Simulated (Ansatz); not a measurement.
# FH5OSn: the cost of one run

Program: Ansatz 0.2.0. Level of theory: RKS B3LYP-D4/def2-SVP. These are calculated values, not measurements.

### 1 The system as given

Bond lengths: Sn1–O2 2.310 Å, O2–H3 1.010 Å, Sn1–H4 1.740 Å, Sn1–H5 1.739 Å, Sn1–H6 1.739 Å, Sn1–F7 2.170 Å. Angles: Sn1–O2–H3 109.5°, O2–Sn1–H4 109.4°, O2–Sn1–H5 109.5°, O2–Sn1–H6 109.5°, O2–Sn1–F7 71.6°, H4–Sn1–H5 109.5°, H4–Sn1–H6 109.5°, H4–Sn1–F7 67.2°, H5–Sn1–H6 109.5°, H5–Sn1–F7 176.6°, H6–Sn1–F7 72.8°.

Structure file:

```xyz
8

Sn    0.0000    0.0000    0.0000
O     0.0000    0.0000    2.3100
H    -0.9095   -0.2814    2.6471
H     1.6408    0.0000   -0.5794
H    -0.8195    1.4198   -0.5794
H    -0.8195   -1.4198   -0.5794
F     1.1326   -1.7199    0.6842
H     0.7397   -1.1233    1.8212
```

### 2 A restrained relaxation towards end A

Springs on the bonds that form and break draw the guess towards this end; the thresholds are loose.

input.yaml

```yaml
crystal:
  periodic: [false, false, false]
  atoms:
    - { symbol: Sn, position_ang: [0.0, 0.0, 0.0] }
    - { symbol: O, position_ang: [0.0, 0.0, 2.31] }
    - { symbol: H, position_ang: [-0.9095, -0.2814, 2.6471] }
    - { symbol: H, position_ang: [1.6408, 0.0, -0.5794] }
    - { symbol: H, position_ang: [-0.8195, 1.4198, -0.5794] }
    - { symbol: H, position_ang: [-0.8195, -1.4198, -0.5794] }
    - { symbol: F, position_ang: [1.1326, -1.7199, 0.6842] }
    - { symbol: H, position_ang: [0.7397, -1.1233, 1.8212] }
basis:
  gaussian: { orbitals: def2-SVP }
hamiltonian:
  xc: b3lyp
  dispersion: d4
relax:
  f_tol: 0.15
  max_steps: 25
  restrain:
    - { distance: [0, 6], at: 3.07, k: 30.0 }
    - { distance: [7, 1], at: 2.21, k: 30.0 }
    - { distance: [0, 1], at: 1.96, k: 30.0 }
    - { distance: [7, 6], at: 0.92, k: 30.0 }
output:
  orbitals: {}
```

The run is started by

```console
ansatz run input.yaml --threads 2 --pin off --max-ram 3072MiB --backend cpu --events-out ev --progress --plain --runs-dir out
```

Q: Estimate wall time and peak memory on 2 threads of Arm Neoverse V2, shared host.

About 20 s, with a peak of 0.17 GiB.
